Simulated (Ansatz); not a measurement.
# TaN: the cost of one run

Method: DFT LDA, scalar-relativistic, in Ansatz 0.2.0.

2 further runs of the same task are left out: 2 set aside as unsound or not needed.

## Step 1: The system as given

The structure is hexagonal, space group P-6m2 (No. 187). Conventional cell: a = 2.938 Å, b = 2.938 Å, c = 2.883 Å, α = 90.00°, β = 90.00°, γ = 120.00°. Ta (site symmetry -6m2) has 6 N at 2.23 Å as nearest neighbours. N (site symmetry -6m2) has 6 Ta at 2.23 Å as nearest neighbours.

Structure file:

```cif
data_structure
_symmetry_space_group_name_H-M 'P 1'
_symmetry_Int_Tables_number 1
_cell_length_a 2.9380
_cell_length_b 2.9380
_cell_length_c 2.8830
_cell_angle_alpha 90.000
_cell_angle_beta 90.000
_cell_angle_gamma 120.000
_cell_volume 21.55
loop_
_atom_site_label
_atom_site_type_symbol
_atom_site_fract_x
_atom_site_fract_y
_atom_site_fract_z
_atom_site_occupancy
Ta1 Ta 0.33333 0.66667 0.50000 1
N1 N 0.00000 0.00000 0.00000 1
```

Atoms are numbered in the order of the input: Ta1, N2.

## Step 2: After the deformation

Space group P-6m2 before, P-6m2 after.

## Step 3: LAPW, all electrons

Input file input.yaml:

```yaml
crystal:
  lattice:
    - [2.9379988584, 0.0, 0.0]
    - [-1.4689994292, 2.5443816477, 0.0]
    - [0.0, 0.0, 2.85417]
  atoms:
    - { symbol: Ta, position: [0.3333333333, 0.6666666667, 0.5] }
    - { symbol: "N", position: [0.0, 0.0, 0.0] }
kpoints:
  mp_grid: { grid: [12, 12, 10] }
  band_path:
    path:
      - [0.0, 0.0, 0.0]
      - [0.5, 0.0, 0.0]
      - [0.3333333333, 0.3333333333, 0.0]
      - [0.0, 0.0, 0.0]
      - [0.0, 0.0, 0.5]
      - [0.5, 0.0, 0.5]
      - [0.3333333333, 0.3333333333, 0.5]
      - [0.0, 0.0, 0.5]
      - [0.5, 0.0, 0.5]
    npoints: 5
scf:
  occupations: { method: fermi_dirac, width: 0.02 }
hamiltonian:
  xc: lda
  pseudopotentials: { kind: all_electron, lapw: { basis_error: 0.00025 } }
output:
  forces: true
  stress: true
  eigenvalues: true
```

The run is started by

```bash
$ ansatz run input.yaml --threads 1 --pin off --max-ram 3072MiB --backend cpu --events-out ev --progress --plain --runs-dir out
```

**Question.** How long does this run take on 1 thread of Intel Xeon Platinum 8488C (Sapphire Rapids), shared host, and how much memory does it need?

About 66 s, with a peak of 0.52 GiB.
